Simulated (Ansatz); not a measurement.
Rh12CO in Ansatz: the effect of pseudo set

Slab: Rh12CO, a slab with vacuum.

```
Rh C O
1.0
     5.37840    0.00000    0.00000
    -2.68920    4.65783    0.00000
     0.00000    0.00000   23.54144
Rh C O
12 1 1
Direct
  0.33333 0.16667 0.33983
  0.33333 0.66667 0.33983
  0.83333 0.16667 0.33983
  0.83333 0.66667 0.33983
  0.66667 0.33333 0.43310
  0.66667 0.83333 0.43310
  0.16667 0.33333 0.43310
  0.16667 0.83333 0.43310
  0.00000 0.50000 0.52637
  0.00000 0.00000 0.52637
  0.50000 0.50000 0.52637
  0.50000 0.00000 0.52637
  0.50000 0.00000 0.68481
  0.50000 0.00000 0.63596
```

The cell isn't the ideal one: CO (inverted) over a top site of the (1 1 1) slab of Rh, cut from the database cell, not relaxed.

Alike in all runs:

```yaml
Program: Ansatz 0.2.0
Task: band structure
Functional: PBE
k_mesh: 6 × 6 × 1
Occupations: fermi-dirac, width 0.05 eV
Spin: no spin polarisation
```

```csv
pseudo set,cutoff,largest force (eV/Å),work function (eV)
Ansatz PAW,420 eV (not typed: the program's choice for these potentials),?,?
Ansatz PAW accurate,900 eV,1.61,4.76
SPMS NC,1034 eV (not typed: the program's choice for these potentials),1.81,4.77
```

Question: What does the run with pseudo set Ansatz PAW give?

Answer: Largest force 1.59 eV/Å; work function 4.76 eV.
